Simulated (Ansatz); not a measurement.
# F2OSi: the cost of one run

Program: Ansatz 0.2.0, Gaussian basis. Level of theory: PBE0-D4/def2-TZVP structures, single points in def2-TZVPP, no counterpoise correction. These are calculated values, not measurements.

Levels: SPW92, PBE-D4, BLYP-D4, r2SCAN-D4, B97M-V, PBE0-D4, B3LYP-D4, r2SCAN0-D4, BHLYP-D4, CAM-B3LYP-D4, wB97X-V, wB97M-V, B2PLYP, PBE-QIDH, RPA on PBE, Hartree-Fock, MP2, CCSD, CCSD(T).

Cores are frozen in the correlated methods. B3LYP uses VWN-RPA correlation. B2PLYP carries no dispersion term here.

56 further runs of the same task are left out: 56 set aside as unsound or not needed. Runs told in other sessions of the task aren't counted.

## 1. The system as given

The complex: 7 atoms, charge 0, spin multiplicity 1.

Atoms are counted from 1 here; the program's logs count them from 0.

Bond lengths: Si1–O2 1.880 Å, Si1–O3 1.514 Å, Si1–F5 1.589 Å, Si1–F6 1.578 Å, O2–H4 0.972 Å, O2–H7 0.967 Å. Angles: O2–Si1–O3 100.8°, O2–Si1–F5 95.3°, O2–Si1–F6 98.4°, O3–Si1–F5 124.8°, O3–Si1–F6 125.5°, F5–Si1–F6 103.3°, Si1–O2–H4 101.2°, Si1–O2–H7 117.1°, H4–O2–H7 110.0°.

Coordinates:

```xyz
7

Si   -0.6348    0.0113    0.5037
O     0.9188   -0.2465   -0.5239
O    -1.6382   -0.7990   -0.2890
H     0.5600   -0.7239   -1.2909
F    -0.5475    1.5975    0.5048
F    -0.0463   -0.3855    1.9134
H     1.3879    0.5459   -0.8180
```

Its parts: SiOF2 holds atoms 1, 3, 5, 6; H2O holds atoms 2, 4, 7. Each part counts its atoms afresh in its own runs.

## 2. Relaxing SiOF2 alone

File relax-a/in.yaml:

```yaml
crystal:
  periodic: [false, false, false]
  atoms:
    - {symbol: Si, position_ang: [-0.634768, 0.011322, 0.503700]}
    - {symbol: O, position_ang: [-1.638230, -0.798969, -0.288960]}
    - {symbol: F, position_ang: [-0.547516, 1.597543, 0.504750]}
    - {symbol: F, position_ang: [-0.046272, -0.385464, 1.913429]}
basis:
  gaussian: {orbitals: def2-TZVP}
hamiltonian: {xc: pbe0, dispersion: d4}
relax: {f_tol: 0.005, max_steps: 200}
```

Started as:

```sh
$ ansatz run in.yaml --threads 4 --pin off --events-out ev --progress --plain --max-ram 9574MiB
```

**Question.** How long does this run take on 4 threads of Arm Neoverse V2, shared host?

About 4.7 s.
